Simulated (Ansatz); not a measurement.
**GaF: equation of state with PBE**

The system is GaF.

```xyz
2
Lattice="0.0000 2.8462 2.8462 2.8462 0.0000 2.8462 2.8462 2.8462 0.0000" Properties=species:S:1:pos:R:3 pbc="T T T"
Ga    1.4231    1.4231    1.4231
F     0.0000    0.0000    0.0000
```

The cell was built by a generator and needn't be a form met in nature.

```
Program             : Ansatz 0.2.0
Task                : equation of state
Functional          : PBE
Potentials or basis : Ansatz PAW earlier set
Cutoff              : 1300 eV
Density cutoff      : 10400 eV
k mesh              : 8 × 8 × 8
Occupations         : fermi-dirac, width 0.05 eV
Spin                : no spin polarisation
```

| Item | Value |
| --- | --- |
| Equilibrium volume | 23.06 Å³/atom |
| Bulk modulus | 26 GPa |
| Pressure derivative of the bulk modulus | 4.3 |

Energy against volume, from the lowest point:
```tsv
volume (Å³/atom)	energy (meV/atom)
21.674	7.53
22.135	3.22
22.596	0.78
23.058	0.00
23.519	0.73
23.980	2.81
24.441	6.10
```

All runs of the series together: 77 s on 2 threads of Intel(R) Xeon(R) Platinum 8259CL CPU @ 2.50GHz (Skylake/Cascade Lake), with other jobs on the host.
